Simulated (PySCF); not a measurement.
# C8H9N: the cost of one run

Computed with PySCF 2.14.0, with density-fitted response routines of our own, on a single molecule, in the gas phase or a continuum. Atoms are numbered from 0 throughout.

## Step 1: Starting geometry

18 atoms, charge 0, multiplicity 1; geometry from: GFN2-xTB. The atoms were then displaced at random by about 0.01 Å, so the start is not that level's minimum.

Bonds of the start (Å): C0–C1 1.35, C1–C2 1.51, C1–C3 1.51, C3–C4 1.38, C4–C5 1.39, C5–N6 1.33, N6–C7 1.31, C7–C8 1.39, C8–C3 1.41, C0–H9 1.08, C0–H10 1.06, C2–H11 1.09, C2–H12 1.08, C2–H13 1.08, C4–H14 1.07, C5–H15 1.08, C7–H16 1.08, C8–H17 1.07.

## Step 2: Optimising the geometry at PBE0-D3(BJ)/def2-SVP

The job: settings as JSON, then the geometry in Å.

```
{"job": {"xc": "PBE0", "basis": "def2-SVP", "d3": "d3bj", "grid": 1, "shake": 0.01, "kind": "geom"}, "charge": 0, "multiplicity": 1}
C     -1.161340    -1.961300     0.562590
C     -0.953900    -0.862800    -0.186010
C     -1.805360    -0.533580    -1.394220
C      0.194940     0.059830     0.122500
C      0.875450     0.704060    -0.887690
C      1.916640     1.554790    -0.524050
N      2.289790     1.783160     0.728830
C      1.611870     1.184330     1.679760
C      0.539260     0.322480     1.463350
H     -1.993480    -2.612040     0.342340
H     -0.572450    -2.202320     1.408010
H     -2.051780     0.523790    -1.380040
H     -1.261330    -0.727960    -2.311620
H     -2.707430    -1.129490    -1.386960
H      0.637740     0.546060    -1.918120
H      2.499520     2.078240    -1.270530
H      1.915340     1.412590     2.693620
H     -0.001000    -0.127880     2.272520
```

Started as:

```bash
> OMP_NUM_THREADS=1 python probes_run.py task.json out
```

One launch serves the whole session: the jobs run in the order shown.

Q: Estimate the wall time and peak memory of this first job on 1 thread of Arm Neoverse V1, shared host.

About 1.8 min, with a peak of 0.7 GiB.
